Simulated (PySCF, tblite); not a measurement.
# C4H8N2SeSi: geometry, infrared bands and NMR shifts

What infrared bands and NMR shifts should C4H8N2SeSi (`C=CC[Si@](N)([SeH])C#N`) show?

The runs use tblite 0.8.0 and PySCF 2.14.0, with density-fitted response routines of our own; the level of theory stands in each step. All values are computed, except where a source is named. Atoms count from 0, in the outputs and in this text.

## 1. The molecule as given

16 atoms, charge 0, multiplicity 1; geometry from: force field or distance geometry start.

Bonds of the start (Å): C0–C1 1.33, C1–C2 1.49, C2–Si3 1.89, Si3–N4 1.77, Si3–Se5 2.28, Si3–C6 1.82, C6–N7 1.15, C0–H8 1.09, C0–H9 1.07, C1–H10 1.09, C2–H11 1.12, C2–H12 1.11, N4–H13 1.04, N4–H14 1.04, Se5–H15 1.53.

## 2. Relaxing the molecule with GFN2-xTB

The job: settings as JSON, then the geometry in Å.

```
{"job": {"kind": "relax", "xc": "GFN2-xTB", "basis": "xTB"}, "charge": 0, "multiplicity": 1}
C      2.010800    -0.427600    -1.092500
C      1.505200    -0.918000     0.037000
C      0.055500    -1.211700     0.223100
Si    -0.930700     0.379700     0.476000
N     -0.814600     1.412900    -0.958200
Se    -0.112000     1.492800     2.290000
C     -2.669900    -0.045500     0.783700
N     -3.773200    -0.312100     0.984700
H      1.356500    -0.202700    -1.929800
H      3.063400    -0.245300    -1.184700
H      2.188800    -1.162300     0.856300
H     -0.352800    -1.753900    -0.663500
H     -0.099400    -1.848600     1.124400
H     -1.412200     2.248000    -0.791100
H     -1.253700     0.895800    -1.752100
H      1.230800     1.707500     1.585400
```

On the command line:

```console
OMP_NUM_THREADS=1 python probes_run.py task.json out
```

The driver reads the jobs from task.json and runs them one after another.

What it wrote:

```text
step      E/eV     max force
  0    -634.58360    2.339
  1    -634.64687    5.539
  2    -634.75993    1.351
  3    -634.80838    0.780
  4    -634.82659    0.383
  5    -634.84330    0.459
  6    -634.86308    0.444
  7    -634.87967    0.369
  8    -634.89073    0.244
  9    -634.89530    0.187
 10    -634.89834    0.176
 11    -634.90164    0.173
 12    -634.90479    0.130
 13    -634.90750    0.151
 14    -634.90999    0.145
 15    -634.91295    0.182
 16    -634.91635    0.164
 17    -634.91953    0.130
 18    -634.92260    0.131
 19    -634.92588    0.179
 20    -634.92891    0.168
 21    -634.93123    0.110
 22    -634.93281    0.105
 23    -634.93410    0.120
 24    -634.93551    0.133
 25    -634.93709    0.120
 26    -634.93866    0.103
 27    -634.94018    0.084
 28    -634.94159    0.096
 29    -634.94286    0.102
 30    -634.94397    0.096
 31    -634.94498    0.080
 32    -634.94599    0.092
 33    -634.94707    0.100
 34    -634.94818    0.119
 35    -634.94921    0.093
 36    -634.95005    0.125
 37    -634.95072    0.061
 38    -634.95139    0.091
 39    -634.95209    0.093
 40    -634.95262    0.059
 41    -634.95305    0.044
 42    -634.95330    0.041
 43    -634.95355    0.055
 44    -634.95391    0.062
 45    -634.95441    0.055
 46    -634.95493    0.056
 47    -634.95540    0.052
 48    -634.95597    0.083
 49    -634.95684    0.108
 50    -634.95803    0.107
 51    -634.95918    0.077
 52    -634.96008    0.081
 53    -634.96090    0.084
 54    -634.96196    0.087
 55    -634.96307    0.093
 56    -634.96412    0.086
 57    -634.96481    0.073
 58    -634.96543    0.075
 59    -634.96600    0.071
 60    -634.96683    0.070
 61    -634.96732    0.078
 62    -634.96763    0.056
 63    -634.96783    0.037
 64    -634.96804    0.044
 65    -634.96826    0.084
 66    -634.96851    0.099
 67    -634.96877    0.085
 68    -634.96899    0.042
 69    -634.96915    0.025
 70    -634.96928    0.056
 71    -634.96946    0.072
 72    -634.96970    0.074
 73    -634.96994    0.048
 74    -634.97009    0.024
 75    -634.97017    0.021
 76    -634.97022    0.022
 77    -634.97029    0.024
 78    -634.97036    0.029
 79    -634.97044    0.028
 80    -634.97053    0.028
 81    -634.97067    0.045
 82    -634.97085    0.058
 83    -634.97106    0.046
 84    -634.97120    0.027
 85    -634.97127    0.019
 86    -634.97132    0.023
 87    -634.97137    0.032
 88    -634.97142    0.022
 89    -634.97146    0.015
 90    -634.97150    0.018
 91    -634.97154    0.017
 92    -634.97158    0.021
 93    -634.97163    0.018
 94    -634.97167    0.015
 95    -634.97170    0.020
 96    -634.97175    0.020
 97    -634.97181    0.025
 98    -634.97191    0.033
 99    -634.97202    0.029
100    -634.97211    0.017
101    -634.97214    0.009
```

It took 1.3 s on 1 thread of Arm Neoverse N1, shared host; peak memory 0.18 GiB.

Relaxation path: (not every step is listed)

```csv
step,energy from step 0 (eV),largest force (eV/Å)
0,0.0000,2.3388
1,-0.0633,5.5392
2,-0.1763,1.3506
3,-0.2248,0.7798
4,-0.2430,0.3832
5,-0.2597,0.4588
6,-0.2795,0.4439
7,-0.2961,0.3688
8,-0.3071,0.2436
16,-0.3327,0.1641
24,-0.3519,0.1325
32,-0.3624,0.0919
40,-0.3690,0.0586
48,-0.3724,0.0827
56,-0.3805,0.0858
64,-0.3844,0.0435
72,-0.3861,0.0736
80,-0.3869,0.0277
88,-0.3878,0.0223
96,-0.3881,0.0197
97,-0.3882,0.0247
98,-0.3883,0.0329
99,-0.3884,0.0294
100,-0.3885,0.0168
101,-0.3885,0.0091
```

Close pairs (by a distance rule), those that changed most:

```csv
bond,before (Å),after (Å),change (Å)
Se5–H15,1.532,1.435,-0.097
Si3–C6,1.817,1.879,+0.062
Si3–N4,1.771,1.715,-0.056
N4–H14,1.044,1.006,-0.038
N4–H13,1.040,1.007,-0.033
C2–H11,1.117,1.089,-0.028
C2–H12,1.114,1.090,-0.024
C2–Si3,1.889,1.911,+0.022
```

The end geometry stands in the next job.

## 3. Vibrational analysis with GFN2-xTB

The job: settings as JSON, then the geometry in Å.

```
{"job": {"kind": "ir", "xc": "GFN2-xTB", "basis": "xTB"}, "charge": 0, "multiplicity": 1}
C      2.168210    -0.672299    -1.121370
C      1.478025    -0.803515    -0.003606
C      0.030086    -1.139567     0.060504
Si    -1.012669     0.409289     0.468463
N     -1.029135     1.451751    -0.893723
Se    -0.217277     1.630116     2.248682
C     -2.707646    -0.172857     1.032099
N     -3.752761    -0.508599     1.356332
H      1.715400    -0.833235    -2.085937
H      3.212478    -0.412457    -1.121810
H      1.956098    -0.640841     0.955059
H     -0.305690    -1.544738    -0.892973
H     -0.140629    -1.897117     0.825715
H     -1.303568     2.415852    -0.794562
H     -1.234721     1.107872    -1.816763
H      1.136202     1.619290     1.772479
```

What it wrote:

```text
mode    cm-1     km/mol
  1      12.9      0.71
  2      55.4      3.71
  3      71.3      6.23
  4      91.7      0.48
  5     114.4     20.10
  6     125.1      3.74
  7     159.8      5.97
  8     169.6      1.74
  9     214.3     16.14
 10     263.5      5.25
 11     292.0      4.68
 12     328.8     14.92
 13     362.7     39.45
 14     413.8     19.14
 15     421.7    142.68
 16     567.5     45.78
 17     583.7     18.87
 18     648.9     62.53
 19     736.2      2.27
 20     771.3     21.81
 21     807.8    191.30
 22     887.5     16.46
 23     922.1    147.13
 24     953.7     20.82
 25    1021.8     11.65
 26    1052.2     30.77
 27    1180.0     27.38
 28    1207.4     17.80
 29    1295.0      5.53
 30    1410.6      5.48
 31    1454.2      3.16
 32    1487.5     68.56
 33    1711.8     22.86
 34    2094.1    321.61
 35    2350.8     37.60
 36    2982.7     19.11
 37    2999.3     21.18
 38    3039.3     47.71
 39    3101.6     23.36
 40    3130.8     38.35
 41    3468.2     15.46
 42    3509.9      0.41
```

Wall time 1.1 s (1 thread of Arm Neoverse N1, shared host); peak memory 0.18 GiB.

The strongest bands and the atoms that carry them (share of the mass-weighted mode):

```csv
cm⁻¹,km/mol,atoms
422,142.7,"H13 45 %, H14 34 %, N4 17 %"
568,45.8,"Si3 21 %, N7 15 %, H9 11 %, C6 10 %"
649,62.5,"Si3 36 %, H15 20 %, N7 11 %"
808,191.3,"H13 20 %, H14 20 %, C2 14 %, H11 13 %"
922,147.1,"N4 44 %, Si3 40 %"
1488,68.6,"H13 45 %, H14 43 %, N4 11 %"
2094,321.6,H15 99 %
3039,47.7,H10 91 %
```

## 4. Shielding tensors: PBE0/pcSseg-1

Same as in step 3 but for these lines:

```diff
@@ -1,2 +1,2 @@
-{"job": {"kind": "ir", "xc": "GFN2-xTB", "basis": "xTB"}, "charge": 0, "multiplicity": 1}
+{"job": {"kind": "nmr", "xc": "PBE0", "basis": "pcSseg-1"}, "charge": 0, "multiplicity": 1}
 C      2.168210    -0.672299    -1.121370
```

Method: GIAO PBE0/pcSseg-1 NMR shielding, non-relativistic, gas phase.

What it wrote:

```text
coarse grid: 64480 points
cycle   1  E = -2956.7145697549  dE = -1.367e-01  |g| = 8.742e-01  |ddm| = 3.871e+00
cycle   2  E = -2956.5923630256  dE =  1.222e-01  |g| = 1.021e+00  |ddm| = 1.157e+00
cycle   3  E = -2956.7673877662  dE = -1.750e-01  |g| = 4.523e-01  |ddm| = 8.991e-01
cycle   4  E = -2956.8088631295  dE = -4.148e-02  |g| = 1.085e-01  |ddm| = 2.791e-01
cycle   5  E = -2956.8112257275  dE = -2.363e-03  |g| = 2.750e-02  |ddm| = 9.352e-02
cycle   6  E = -2956.8113809473  dE = -1.552e-04  |g| = 6.081e-03  |ddm| = 2.657e-02
cycle   7  E = -2956.8113896722  dE = -8.725e-06  |g| = 1.661e-03  |ddm| = 6.869e-03
final grid: 134792 points
cycle   8  E = -2956.8113501104  dE =  6.312e-07  |g| = 2.340e-03  |ddm| = 4.410e-03
cycle   9  E = -2956.8113477594  dE =  2.351e-06  |g| = 3.802e-03  |ddm| = 5.121e-03
cycle  10  E = -2956.8113515125  dE = -3.753e-06  |g| = 3.754e-04  |ddm| = 3.175e-03
cycle  11  E = -2956.8113515469  dE = -3.440e-08  |g| = 9.320e-05  |ddm| = 3.580e-04
cycle  12  E = -2956.8113515486  dE = -1.723e-09  |g| = 2.236e-05  |ddm| = 5.931e-05
cycle  13  E = -2956.8113515487  dE = -1.064e-10  |g| = 2.875e-06  |ddm| = 1.567e-05
converged SCF energy = -2956.8113515487

GIAO shielding tensors (ppm)
atom      isotropic    diamagn.    paramagn.     s11        s22        s33       span
  0 C       62.126     254.148    -192.022    -51.444     81.212    156.611    208.055
  1 C       48.383     258.092    -209.708    -72.955     54.625    163.480    236.435
  2 C      156.696     255.164     -98.468    142.861    157.562    169.667     26.806
  3 Si     371.129     878.496    -507.367    284.646    391.956    436.785    152.139
  4 N      233.159     318.247     -85.089    195.845    236.542    267.089     71.243
  5 Se    2148.029    3001.902    -853.873   1895.880   2143.088   2405.120    509.241
  6 C       61.140     262.840    -201.700    -54.425    -53.472    291.316    345.740
  7 N      -89.179     337.294    -426.473   -282.914   -263.224    278.600    561.514
  8 H       26.339      32.085      -5.746     22.343     25.484     31.191      8.848
  9 H       26.279      29.377      -3.098     22.925     25.180     30.732      7.806
 10 H       25.616      32.613      -6.997     23.119     23.814     29.915      6.796
 11 H       29.792      33.144      -3.353     26.331     28.510     34.533      8.202
 12 H       29.713      31.199      -1.486     26.168     27.852     35.118      8.950
 13 H       30.568      29.709       0.859     22.907     27.766     41.030     18.124
 14 H       30.787      31.818      -1.031     23.295     26.059     43.008     19.713
 15 H       30.970      32.197      -1.227     20.543     26.596     45.769     25.226
```

It took 68 s on 1 thread of Arm Neoverse N1, shared host; peak memory 1 GiB.

The references, computed at this level on geometries of the same kind, shield at (ppm): 1H TMS 31.72, 13C TMS 186.9, 29Si TMS 349.2, 15N NH3 267.7, 77Se Me2Se 1758. Their shielding less the atom's gives the shift. The references are single molecules in the gas phase, so shifts against H2O, NH3, PH3, H3PO4 or CFCl3 are not on the usual liquid scales and can be off by tens of ppm. Atoms listed in one row are averaged.

```csv
atoms,environment,σ (ppm),δ (ppm)
C1,alkene CH,48.4,138.5
C6,nitrile carbon,61.1,125.8
C0,terminal =CH2 carbon,62.1,124.8
C2,allylic sp3 CH2 bonded to Si,156.7,30.2
H10,hydrogen on an alkene CH,25.62,6.10
H9,hydrogen on a terminal =CH2 carbon,26.28,5.44
H8,hydrogen on a terminal =CH2 carbon,26.34,5.38
H12,hydrogen on an allylic sp3 CH2 bonded to Si,29.71,2.00
H11,hydrogen on an allylic sp3 CH2 bonded to Si,29.79,1.93
"H13, H14",hydrogen on a nitrogen bonded to Si,30.68,1.04
H15,hydrogen on a selenium bonded to Si,30.97,0.75
Si3,"silicon bonded to 2 C, N, Se",371.1,-22.0
N7,nitrile nitrogen,-89.2,356.9
N4,"nitrogen bonded to Si, 2 H",233.2,34.6
Se5,"selenium bonded to Si, H",2148,-390
```

The run also stored atomic charges by several schemes (e):

```csv
atoms,Mulliken,IAO,Hirshfeld,ESP fit
C0,-0.13,-0.32,-0.10,-0.58
C1,-0.27,-0.13,-0.04,0.24
C2,-0.48,-0.54,-0.15,-0.85
Si3,1.10,1.03,0.41,0.37
N4,-0.60,-0.83,-0.31,-0.86
Se5,-0.41,-0.21,-0.07,-0.23
C6,-0.22,-0.18,-0.05,0.35
N7,-0.20,-0.19,-0.20,-0.44
```

Mayer bond orders: C0–C1 1.97, C1–C2 1.05, C2–Si3 0.90, Si3–N4 1.11, Si3–Se5 0.99, Si3–C6 0.76, C6–N7 2.92.

## 5. Results

| quantity | value |
| --- | --- |
| strongest single infrared mode (GFN2-xTB) | 2094 cm⁻¹, 322 km/mol |
| zero-point energy (GFN2-xTB) | 69.3 kcal/mol |
| 13C shifts against TMS (PBE0/pcSseg-1) | 138.5, 125.8, 124.8, 30.2 ppm |
| 1H shifts against TMS (PBE0/pcSseg-1, means over atoms taken as alike) | 6.10, 5.44, 5.38, 2.00, 1.93, 1.04, 0.75 ppm |
| 29Si shifts against TMS (PBE0/pcSseg-1) | -22.0 ppm |
| 15N shifts against NH3 (PBE0/pcSseg-1) | 356.9, 34.6 ppm |
| 77Se shifts against Me2Se (PBE0/pcSseg-1) | -390 ppm |

What this shows: Over 101 steps the energy fell by 0.389 eV; of the close pairs, Se5–H15 changed most, 1.532 to 1.435 Å. No mode is imaginary among the 42: a minimum at this level. The strongest single mode, at 2094 cm⁻¹, moves mainly H15. Unscaled tight-binding wavenumbers are off by several per cent, some by more. Its intensities can rank the bands wrongly. The most deshielded carbon is C1 (alkene CH), at 138.5 ppm: the olefinic region. The most deshielded hydrogen is H10 (hydrogen on an alkene CH), at 6.10 ppm: attached to an sp2 carbon and in the plane of the double bond. At PBE0/pcSseg-1: Shielding is most anisotropic at N7 (span 562 ppm, paramagnetic term -426 ppm). Spin-orbit coupling is left out, which matters for shieldings and couplings at and beside the heavy atoms.
